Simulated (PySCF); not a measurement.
# wB97X/6-31G(d) (spherical functions) run of C2H6GeO2 (SMILES CC(=O)[O][GeH3])

What is the vertical singlet–triplet gap of C2H6GeO2 at wB97X/6-31G* (spherical functions)? The job is set up through a Python script.

The results are computed with PySCF 2.14.0.

### Step 1. The structure to begin with

C2H6GeO2: 11 atoms, total charge 0, spin state singlet. As SMILES, `CC(=O)[O][GeH3]`. The shape is that of a PBE0-D4/def2-TZVP optimisation. This is one conformer, not always the lowest.

Bond lengths: C1–C2 1.497 Å, C2–O3 1.209 Å, C2–O4 1.328 Å, O4–Ge5 1.834 Å, C1–H6 1.087 Å, C1–H7 1.092 Å, C1–H8 1.092 Å, Ge5–H9 1.529 Å, Ge5–H10 1.534 Å, Ge5–H11 1.529 Å. Some angles: C1–C2–O3 124.8°, C1–C2–O4 113.2°, O3–C2–O4 122.1°, C2–O4–Ge5 112.9°, C2–C1–H6 110.0°, C2–C1–H7 109.6°, C2–C1–H8 109.6°, O4–Ge5–H9 109.1°, O4–Ge5–H10 100.1°, O4–Ge5–H11 109.1°.

### Step 2. A single-point energy at wB97X/6-31G(d) (spherical functions)

Contents of calc.py:

```python
from pyscf import gto, dft

system = gto.M(
    atom='''
C   -0.090500  -1.581400   1.218900
C   -0.290500  -0.567800   0.135400
O   -1.119200  -0.650000  -0.741100
O    0.544500   0.461500   0.221700
Ge   0.290200   1.698200  -1.108100
H   -0.791500  -2.402600   1.093700
H    0.935500  -1.952900   1.189100
H   -0.234400  -1.109000   2.192400
H   -1.116600   2.283800  -0.984700
H    1.370900   2.720600  -0.735600
H    0.566700   1.042700  -2.461200
''',
    basis='6-31g*',
    max_memory=1860,
    verbose=3,
    spin=0,
)

ks = dft.RKS(system, xc='wb97x')
ks.grids.level = 5
ks.conv_tol = 1e-10
ks.kernel()
if not ks.converged:
    ks = ks.newton().run(ks.mo_coeff, ks.mo_occ)

e_final = ks.e_tot
print('Final energy', e_final)
```

Command:

```sh
$ OMP_NUM_THREADS=1 python calc.py
```

Log:

```text
converged SCF energy = -2307.00048702781
Final energy -2307.000487027812
```

It took 68 s on 1 thread of Arm Neoverse V1, shared host; peak memory 0.53 GiB.

### Step 3. The triplet at the same level

Contents of run.py:

```python
from pyscf import gto, dft

mol = gto.Mole()
mol.atom = [
    ('C', (-0.090500, -1.581400, 1.218900)),
    ('C', (-0.290500, -0.567800, 0.135400)),
    ('O', (-1.119200, -0.650000, -0.741100)),
    ('O', (0.544500, 0.461500, 0.221700)),
    ('Ge', (0.290200, 1.698200, -1.108100)),
    ('H', (-0.791500, -2.402600, 1.093700)),
    ('H', (0.935500, -1.952900, 1.189100)),
    ('H', (-0.234400, -1.109000, 2.192400)),
    ('H', (-1.116600, 2.283800, -0.984700)),
    ('H', (1.370900, 2.720600, -0.735600)),
    ('H', (0.566700, 1.042700, -2.461200)),
]
mol.verbose = 3
mol.spin = 2
mol.charge = 0
mol.basis = '6-31g*'
mol.max_memory = 1860
mol.build()

ks = dft.UKS(mol)
ks.xc = 'wb97x'
ks.conv_tol = 1e-10
ks.grids.level = 5
ks.kernel()
if not ks.converged:
    ks = ks.newton().run(ks.mo_coeff, ks.mo_occ)

etot = ks.e_tot
print('E = %.10f Eh' % etot)
```

Command:

```sh
$ OMP_NUM_THREADS=1 python run.py
```

Log:

```text
WARN: HOMO -0.0123094757196611 >= LUMO -0.376672610944843

WARN: HOMO 0.00205942447961283 >= LUMO -0.0642127966989339

WARN: HOMO -0.0992697398859805 >= LUMO -0.236981785619815

WARN: HOMO -0.108227765928686 >= LUMO -0.142211773136256

converged SCF energy = -2306.79532371327  <S^2> = 2.0060057  2S+1 = 3.0040011
E = -2306.7953237133 Eh
```

Run time: 2.9 min. Hardware: 1 thread of Arm Neoverse V1, shared host; peak memory 0.56 GiB.

### Step 4. Results

Level: wB97X/6-31G* (spherical functions).

```
                                        quantity           value
                           singlet: total energy  -2307.00049 Eh
                          singlet: dipole moment          1.43 D
                            singlet: HOMO energy       -10.17 eV
                            singlet: LUMO energy         2.33 eV
                          singlet: HOMO–LUMO gap        12.50 eV
                           triplet: total energy  -2306.79532 Eh
                          triplet: dipole moment          0.90 D
     triplet: HOMO energy (highest over α and β)        -4.60 eV
      triplet: LUMO energy (lowest over α and β)        -2.57 eV
                                   triplet: ⟨S²⟩           2.006
vertical energy of the triplet above the singlet        5.583 eV
```

In words: At this shape the triplet lies 5.58 eV (129 kcal/mol) above the singlet.
